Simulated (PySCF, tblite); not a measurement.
# C6H11B: a rotation path, then NMR shifts on frames, part 2 of 2

tblite 0.8.0 and PySCF 2.14.0. Atoms count from 0.

### Step 5. Shielding tensors: image 6, PBE0/pcSseg-1

What the job is given:

```
{"job": {"kind": "nmr", "xc": "PBE0", "basis": "pcSseg-1", "pop": false}, "charge": 0, "multiplicity": 1}
B      0.890900    -0.639900     1.370100
C      0.250000    -0.020300     0.098100
C      0.999700     0.618000    -0.824400
C      2.477600     0.786500    -0.843100
C     -1.213400    -0.136000    -0.117700
C     -1.858500     0.221900    -1.226600
C     -2.010000    -0.714900     1.018100
H      0.506500    -1.644400     1.829000
H      1.789300    -0.105400     1.897900
H      0.523000     1.027300    -1.706200
H      2.940600     0.566000     0.113400
H      2.906400     0.116300    -1.590700
H      2.725600     1.804100    -1.144800
H     -2.928400     0.118000    -1.295000
H     -1.382700     0.620900    -2.104600
H     -1.854400    -1.791900     1.064300
H     -1.698500    -0.288200     1.969100
H     -3.072400    -0.531500     0.874700
```

Method: GIAO PBE0/pcSseg-1 NMR shielding, non-relativistic, gas phase.

What it wrote:

```text
coarse grid: 14424 points
cycle   1  E = -259.5847735367  dE =  6.512e-01  |g| = 4.171e-01  |ddm| = 3.755e+00
cycle   2  E = -259.5838287789  dE =  9.448e-04  |g| = 4.335e-01  |ddm| = 8.847e-01
cycle   3  E = -259.6337546576  dE = -4.993e-02  |g| = 7.594e-02  |ddm| = 4.752e-01
cycle   4  E = -259.6348789592  dE = -1.124e-03  |g| = 3.905e-02  |ddm| = 9.457e-02
cycle   5  E = -259.6352690161  dE = -3.901e-04  |g| = 7.256e-03  |ddm| = 4.071e-02
cycle   6  E = -259.6352826221  dE = -1.361e-05  |g| = 3.286e-03  |ddm| = 1.079e-02
cycle   7  E = -259.6352853349  dE = -2.713e-06  |g| = 7.241e-04  |ddm| = 3.479e-03
final grid: 137552 points
cycle   8  E = -259.6766096732  dE = -4.525e-05  |g| = 8.299e-03  |ddm| = 3.761e-02
cycle   9  E = -259.6766055874  dE =  4.086e-06  |g| = 9.166e-03  |ddm| = 1.816e-02
cycle  10  E = -259.6766283105  dE = -2.272e-05  |g| = 1.470e-03  |ddm| = 1.026e-02
cycle  11  E = -259.6766288639  dE = -5.534e-07  |g| = 2.514e-04  |ddm| = 1.420e-03
cycle  12  E = -259.6766288786  dE = -1.472e-08  |g| = 8.221e-05  |ddm| = 2.808e-04
cycle  13  E = -259.6766288802  dE = -1.644e-09  |g| = 4.330e-05  |ddm| = 1.269e-04
cycle  14  E = -259.6766288807  dE = -4.756e-10  |g| = 8.473e-06  |ddm| = 4.319e-05
converged SCF energy = -259.6766288807

GIAO shielding tensors (ppm)
atom      isotropic    diamagn.    paramagn.     s11        s22        s33       span
  0 B       25.444     194.843    -169.400    -35.210    -23.870    135.411    170.621
  1 C       34.837     256.191    -221.353    -71.544     15.712    160.344    231.889
  2 C       30.201     257.945    -227.743    -79.692     10.868    159.428    239.121
  3 C      164.967     248.149     -83.181    146.652    161.755    186.495     39.843
  4 C       35.714     258.103    -222.389    -84.515     33.426    158.229    242.745
  5 C       76.917     255.526    -178.608    -22.474     95.047    158.179    180.653
  6 C      156.106     247.549     -91.443    137.069    152.502    178.747     41.679
  7 H       24.231      31.793      -7.562     17.110     25.922     29.661     12.550
  8 H       23.871      31.801      -7.930     16.668     26.004     28.941     12.274
  9 H       24.079      36.037     -11.958     20.527     21.937     29.773      9.246
 10 H       29.113      30.793      -1.681     24.807     28.715     33.816      9.009
 11 H       29.762      28.265       1.497     26.079     27.541     35.665      9.586
 12 H       29.682      28.222       1.460     25.753     27.685     35.607      9.854
 13 H       26.583      31.057      -4.474     24.602     24.994     30.153      5.551
 14 H       26.192      34.085      -7.894     23.828     25.068     29.678      5.850
 15 H       29.062      29.660      -0.598     25.902     26.938     34.345      8.443
 16 H       30.368      30.448      -0.080     26.935     29.302     34.865      7.930
 17 H       29.673      29.576       0.097     25.762     29.190     34.067      8.306
```

It took 57 s on 1 thread of Intel Xeon at 2.50GHz, shared host; peak memory 0.82 GiB.

In short: δ C2 156.7, C1 152.1, C4 151.2, C5 110.0, H8 7.85, H9 7.64 ppm.

### Step 6. Shielding tensors: image 7, PBE0/pcSseg-1

What the job is given:

```
{"job": {"kind": "nmr", "xc": "PBE0", "basis": "pcSseg-1", "pop": false}, "charge": 0, "multiplicity": 1}
B      0.930200    -0.947500     1.181200
C      0.263100    -0.089100     0.077900
C      0.949200     0.745500    -0.727300
C      2.424300     0.926900    -0.778400
C     -1.202500    -0.185000    -0.119800
C     -1.778300    -0.109300    -1.315300
C     -2.026000    -0.411500     1.114900
H      0.506400    -2.004700     1.448800
H      1.862200    -0.553800     1.770300
H      0.407600     1.324600    -1.467700
H      2.916700     0.515200     0.097200
H      2.821500     0.419800    -1.659700
H      2.667900     1.984200    -0.875900
H     -2.847500    -0.177400    -1.427300
H     -1.215200     0.003600    -2.225900
H     -1.911500    -1.442300     1.447200
H     -1.697100     0.237000     1.925100
H     -3.079700    -0.230000     0.916300
```

Level: GIAO PBE0/pcSseg-1 NMR shielding, non-relativistic, gas phase.

What it wrote:

```text
coarse grid: 14424 points
cycle   1  E = -259.5873102500  dE =  6.501e-01  |g| = 4.170e-01  |ddm| = 3.692e+00
cycle   2  E = -259.5868043069  dE =  5.059e-04  |g| = 4.310e-01  |ddm| = 8.636e-01
cycle   3  E = -259.6362734655  dE = -4.947e-02  |g| = 7.426e-02  |ddm| = 4.764e-01
cycle   4  E = -259.6372967301  dE = -1.023e-03  |g| = 3.970e-02  |ddm| = 9.260e-02
cycle   5  E = -259.6376961059  dE = -3.994e-04  |g| = 7.303e-03  |ddm| = 3.956e-02
cycle   6  E = -259.6377098117  dE = -1.371e-05  |g| = 3.093e-03  |ddm| = 1.008e-02
cycle   7  E = -259.6377122015  dE = -2.390e-06  |g| = 6.906e-04  |ddm| = 3.124e-03
final grid: 137552 points
cycle   8  E = -259.6796737391  dE = -4.862e-05  |g| = 8.403e-03  |ddm| = 4.017e-02
cycle   9  E = -259.6796706835  dE =  3.056e-06  |g| = 9.077e-03  |ddm| = 1.796e-02
cycle  10  E = -259.6796930553  dE = -2.237e-05  |g| = 1.313e-03  |ddm| = 9.846e-03
cycle  11  E = -259.6796934836  dE = -4.283e-07  |g| = 2.743e-04  |ddm| = 1.320e-03
cycle  12  E = -259.6796935007  dE = -1.713e-08  |g| = 9.553e-05  |ddm| = 3.143e-04
cycle  13  E = -259.6796935030  dE = -2.271e-09  |g| = 4.638e-05  |ddm| = 1.392e-04
cycle  14  E = -259.6796935035  dE = -5.422e-10  |g| = 8.196e-06  |ddm| = 4.396e-05
converged SCF energy = -259.6796935035

GIAO shielding tensors (ppm)
atom      isotropic    diamagn.    paramagn.     s11        s22        s33       span
  0 B       25.564     194.607    -169.043    -35.306    -23.356    135.352    170.658
  1 C       28.805     258.180    -229.375    -73.183      3.740    155.857    229.040
  2 C       28.336     256.808    -228.472    -77.463     14.854    147.616    225.079
  3 C      164.968     248.572     -83.604    146.719    161.636    186.549     39.830
  4 C       26.935     259.923    -232.988    -95.082     20.728    155.159    250.241
  5 C       72.675     254.634    -181.960    -19.665     89.749    147.940    167.605
  6 C      159.500     247.399     -87.900    140.679    152.230    185.590     44.911
  7 H       24.301      31.580      -7.279     17.265     26.202     29.435     12.170
  8 H       23.900      31.754      -7.854     16.667     26.236     28.797     12.130
  9 H       24.417      35.347     -10.930     20.769     22.660     29.823      9.054
 10 H       29.102      30.849      -1.747     24.898     28.686     33.721      8.823
 11 H       29.855      28.434       1.421     25.993     27.716     35.855      9.862
 12 H       29.696      28.385       1.311     25.967     27.667     35.455      9.488
 13 H       26.680      31.211      -4.531     24.842     25.215     29.981      5.139
 14 H       26.609      33.743      -7.134     23.776     25.489     30.562      6.786
 15 H       29.222      29.554      -0.332     25.667     27.526     34.473      8.807
 16 H       30.315      30.276       0.039     26.886     29.385     34.674      7.788
 17 H       29.717      29.501       0.216     25.899     28.744     34.508      8.608
```

Run time: 59 s. Hardware: 1 thread of Intel Xeon at 2.50GHz, shared host; peak memory 0.81 GiB.

Key values: δ C4 160.0, C2 158.6, C1 158.1, C5 114.3, H8 7.82, H7 7.42 ppm.

### Step 7. NMR shieldings: image 8, PBE0/pcSseg-1

What the job is given:

```
{"job": {"kind": "nmr", "xc": "PBE0", "basis": "pcSseg-1", "pop": false}, "charge": 0, "multiplicity": 1}
B      0.946000    -1.227300     0.965200
C      0.276100    -0.175000     0.054600
C      0.926100     0.784400    -0.633700
C      2.388000     1.053400    -0.660200
C     -1.197800    -0.242400    -0.126400
C     -1.749300    -0.390200    -1.322800
C     -2.013900    -0.130700     1.126200
H      0.330400    -2.155800     1.325000
H      2.063300    -1.139300     1.297600
H      0.345200     1.450200    -1.266900
H      2.928400     0.443800     0.054900
H      2.778200     0.850300    -1.658500
H      2.573800     2.107000    -0.450500
H     -2.817100    -0.448700    -1.455200
H     -1.151700    -0.479600    -2.214500
H     -1.725400    -0.904400     1.835000
H     -1.833800     0.833700     1.601600
H     -3.075300    -0.223300     0.910200
```

With the program's defaults for keys left out, this is: GIAO PBE0/pcSseg-1 NMR shielding, non-relativistic, gas phase.

What it wrote:

```text
coarse grid: 14424 points
cycle   1  E = -259.5906136425  dE =  6.436e-01  |g| = 4.205e-01  |ddm| = 3.672e+00
cycle   2  E = -259.5869435524  dE =  3.670e-03  |g| = 4.481e-01  |ddm| = 8.814e-01
cycle   3  E = -259.6400135860  dE = -5.307e-02  |g| = 9.203e-02  |ddm| = 4.987e-01
cycle   4  E = -259.6418500955  dE = -1.837e-03  |g| = 3.709e-02  |ddm| = 1.022e-01
cycle   5  E = -259.6421965870  dE = -3.465e-04  |g| = 8.106e-03  |ddm| = 3.799e-02
cycle   6  E = -259.6422131443  dE = -1.656e-05  |g| = 3.164e-03  |ddm| = 1.018e-02
cycle   7  E = -259.6422156472  dE = -2.503e-06  |g| = 6.822e-04  |ddm| = 3.165e-03
final grid: 137552 points
cycle   8  E = -259.6838924765  dE = -4.664e-05  |g| = 8.266e-03  |ddm| = 3.898e-02
cycle   9  E = -259.6838897153  dE =  2.761e-06  |g| = 8.876e-03  |ddm| = 1.728e-02
cycle  10  E = -259.6839111426  dE = -2.143e-05  |g| = 1.285e-03  |ddm| = 9.470e-03
cycle  11  E = -259.6839115517  dE = -4.091e-07  |g| = 2.728e-04  |ddm| = 1.279e-03
cycle  12  E = -259.6839115683  dE = -1.664e-08  |g| = 9.448e-05  |ddm| = 3.065e-04
cycle  13  E = -259.6839115706  dE = -2.263e-09  |g| = 4.492e-05  |ddm| = 1.331e-04
cycle  14  E = -259.6839115711  dE = -5.117e-10  |g| = 8.080e-06  |ddm| = 4.218e-05
converged SCF energy = -259.6839115711

GIAO shielding tensors (ppm)
atom      isotropic    diamagn.    paramagn.     s11        s22        s33       span
  0 B       31.999     194.201    -162.202    -23.023    -16.310    135.330    158.354
  1 C       25.810     258.910    -233.100    -75.029     -4.942    157.401    232.430
  2 C       19.490     256.508    -237.017    -87.837      5.389    140.919    228.756
  3 C      164.856     248.816     -83.961    144.150    166.782    183.635     39.486
  4 C       20.656     261.370    -240.713   -101.466     12.538    150.897    252.362
  5 C       71.871     253.733    -181.862    -19.065     89.872    144.806    163.870
  6 C      158.867     246.713     -87.846    143.909    147.687    185.005     41.096
  7 H       24.738      31.343      -6.606     18.359     26.899     28.955     10.595
  8 H       24.280      31.958      -7.678     17.909     26.648     28.282     10.373
  9 H       24.419      34.780     -10.361     20.298     22.973     29.987      9.689
 10 H       28.699      30.974      -2.275     24.459     28.235     33.403      8.944
 11 H       29.798      28.284       1.514     26.027     27.647     35.721      9.694
 12 H       29.707      28.447       1.260     26.131     27.691     35.300      9.169
 13 H       26.706      31.239      -4.533     24.680     25.522     29.916      5.236
 14 H       26.901      33.296      -6.395     23.848     25.915     30.941      7.093
 15 H       29.479      29.924      -0.445     25.665     28.275     34.496      8.830
 16 H       29.928      30.012      -0.083     26.432     28.706     34.647      8.215
 17 H       29.737      29.625       0.112     26.139     28.375     34.696      8.557
```

It took 59 s on 1 thread of Intel Xeon at 2.50GHz, shared host; peak memory 0.81 GiB.

This run: δ C2 167.4, C4 166.3, C1 161.1, C5 115.1, H8 7.44, H9 7.30 ppm.

### Step 8. Side by side: NMR shifts

Shifts (ppm) of some atoms, chosen among heavy atoms and hydrogens apart, with basis size and wall time:

```
  frame     C1     C4     C2     C5   H14   H16    B0  functions  time
image 0  159.7  156.1  155.8  122.1  4.57  1.73  75.9        174  57 s
image 3  165.2  161.2  158.9  117.2  4.85  2.53  69.4        174  56 s
image 6  152.1  151.2  156.7  110.0  5.53  1.35  74.6        174  57 s
image 7  158.1  160.0  158.6  114.3  5.11  1.40  74.5        174  59 s
image 8  161.1  166.3  167.4  115.1  4.82  1.79  68.1        174  59 s
```

### Step 9. What came out

The summary covers parts 1 to 2.

| quantity | value |
| --- | --- |
| lowest and highest image | -0.032 and 0.079 eV |
| ¹³C shifts against TMS (PBE0/pcSseg-1, image 0) | 159.7, 156.1, 155.8, 122.1, 24.8, 22.1 ppm |
| ¹H shifts against TMS (PBE0/pcSseg-1, image 0) | 7.75, 7.51, 6.86, 5.29, 4.57, 2.61, 2.50, 2.01, 2.00, 1.96, 1.73 ppm |
| ¹¹B shifts against BF3·OEt2 (PBE0/pcSseg-1, image 0) | 75.9 ppm |
| range of the shift of C4 | 151.2 to 166.3 ppm |

What this shows: The band dips 0.7 kcal/mol below its start, so the start is not the lowest point of the turn; from the lowest image the climb to the highest is 2.6 kcal/mol (GFN2-xTB, rough). Shifts at one fixed geometry are not the observed spectrum, which averages over the motion. In ppm, C4 moves most: its shift spreads over 15.1 ppm, from 151.2 (image 6) to 166.3 (image 8).
